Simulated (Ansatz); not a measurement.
This script drives Ansatz's Python interface.

Contents of `h3sesi.xyz`:
```text
5

Si    0.18590   -0.95100    0.17940
Se    1.24860    1.07880    0.08640
H    -0.96490   -0.82460    1.15970
H    -0.37650   -1.17940   -1.15350
H    -0.04320    1.80260   -0.31330
```

Script `h3sesi_freq.py`:
```python
from dataclasses import dataclass

import ansatz as az
import numpy as np


@dataclass
class Settings:
    basis: str = "def2-TZVP"
    xc: str = "CAM-B3LYP"


settings = Settings()

h3sesi = az.Crystal.molecule_from_extxyz("h3sesi.xyz")

model = (
    h3sesi.calculation()
    .basis(gaussian=settings.basis)
    .functional(settings.xc)
    .spin("collinear", total=1)
)
symbols = [site.symbol for site in h3sesi.cartesian_sites]
start = np.array([site.position_ang for site in h3sesi.cartesian_sites], dtype=float)
summary = model.relax(force_tolerance=0.003).run(threads=1, pin="off").report
end = np.array(summary["positions_ang"])

print("final positions (A) and the move of each atom")
for symbol, xyz, old in zip(symbols, end, start):
    print(f"{symbol:2s} {xyz[0]:10.5f} {xyz[1]:10.5f} {xyz[2]:10.5f}   {np.linalg.norm(xyz - old):7.4f}")

minimum = az.Crystal.molecule()
for symbol, place in zip(symbols, end):
    minimum = minimum.atom(symbol, place.tolist())
vibrating = (
    minimum.calculation()
    .basis(gaussian=settings.basis)
    .functional(settings.xc)
    .spin("collinear", total=1)
    .phonons(temperatures=(200, 600, 100))
)
vib = vibrating.run(threads=1, pin="off").report["vibrations"]
sums = vib["harmonic_sums"]
modes = [m["omega_inv_cm"] for m in sums["modes_at_gamma"] if m["rigid_motion"] == "no"]
for number, w in enumerate(modes, start=1):
    print(f"mode {number:2d} {w:9.1f} 1/cm {w / 8065.544 * 1000:8.2f} meV")
print("imaginary modes:", sum(w < 0 for w in modes), " zero-point energy:", round(sums["zero_point_energy_ev"], 4), "eV")
print("T (K)   F_vib (eV)   S_vib (meV/K)   C_vib (meV/K)")
for row in zip(sums["temperatures_k"], sums["vibrational_free_energy_ev"], vib["entropy_ev_per_k"], vib["heat_capacity_ev_per_k"]):
    print(f"{row[0]:6.1f} {row[1]:11.4f} {1000 * row[2]:13.4f} {1000 * row[3]:15.4f}")
```

It is started by `python h3sesi_freq.py`. How long does it take on 1 thread of Arm Neoverse V1, on a shared host, and how much memory does it need?

It took about 5.2 min, with a peak of 0.35 GiB, for 2 runs of the engine.

Running `python h3sesi_freq.py` prints:
```text
final positions (A) and the move of each atom
Si    0.05432   -0.79436    0.20453    0.2061
Se    0.77250    1.18341   -0.65477    0.8871
H    -1.30786   -0.66591    0.78058    0.5353
H     0.03631   -1.72844   -0.94548    0.7177
H     0.49463    1.93169    0.57383    1.0454
mode  1     226.9 1/cm    28.13 meV
mode  2     401.9 1/cm    49.83 meV
mode  3     522.4 1/cm    64.77 meV
mode  4     659.6 1/cm    81.78 meV
mode  5     755.0 1/cm    93.61 meV
mode  6     918.6 1/cm   113.89 meV
mode  7    2198.8 1/cm   272.62 meV
mode  8    2241.0 1/cm   277.85 meV
mode  9    2456.4 1/cm   304.56 meV
imaginary modes: 0  zero-point energy: 0.6435 eV
T (K)   F_vib (eV)   S_vib (meV/K)   C_vib (meV/K)
 200.0      0.6381        0.0899          0.1774
 300.0      0.6245        0.1839          0.2875
 400.0      0.6014        0.2777          0.3641
 500.0      0.5692        0.3653          0.4205
 600.0      0.5286        0.4461          0.4667
```

The frequencies are harmonic and unscaled, in a modest basis. The run takes the species as open-shell (spin multiplicity 2), which needn't be its ground state.
